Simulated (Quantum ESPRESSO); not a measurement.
The system is Si3C.

```xyz
4
Lattice="4.9148 0.0000 0.0000 -2.4574 4.2563 0.0000 0.0000 0.0000 2.4331" Properties=species:S:1:pos:R:3 pbc="T T T"
Si    2.4574    0.0000    1.2166
Si   -1.2287    2.1282    1.2166
Si    1.2287    2.1282    1.2166
C     0.0000    0.0000    1.2166
```

The cell was built by a generator and needn't be a form met in nature.

```yaml
Program: Quantum ESPRESSO 7.5
Task: phonons
Functional: vdW-DF-cx
Potentials_or_basis: GBRV 1.5 PBE
Cutoff: 612 eV
Density_cutoff: 4898 eV
k_mesh: 6 × 6 × 11
Occupations: cold, width 0.2 eV
Spin: no spin polarisation
Mixing_beta: 0.5
Most_SCF_iterations: 120
SCF_threshold: 8e-10 Ry
```

The cell and the atoms were relaxed first, to 12.60 Å³/atom (a = 4.901 Å, b = 4.901 Å, c = 2.423 Å, α = 90.00°, β = 90.00°, γ = 120.00°), and the response was taken there.

Task: What is the highest optical frequency at the zone centre?

Result: 537 cm⁻¹, a mode of symmetry B2u (silent).

Optical modes at Γ, degenerate ones joined:
```
cm⁻¹  components  symmetry  active in
291i           2       E1u         IR
265i           1       B1u     silent
 108           2       E2u     silent
 304           1       A2u         IR
 316           2       E1u         IR
 537           1       B2u     silent
```

Caveat: the mesh is thin for the phonons of a metal; the potentials were made for another functional, which shifts forces and pressure; some modes are imaginary.
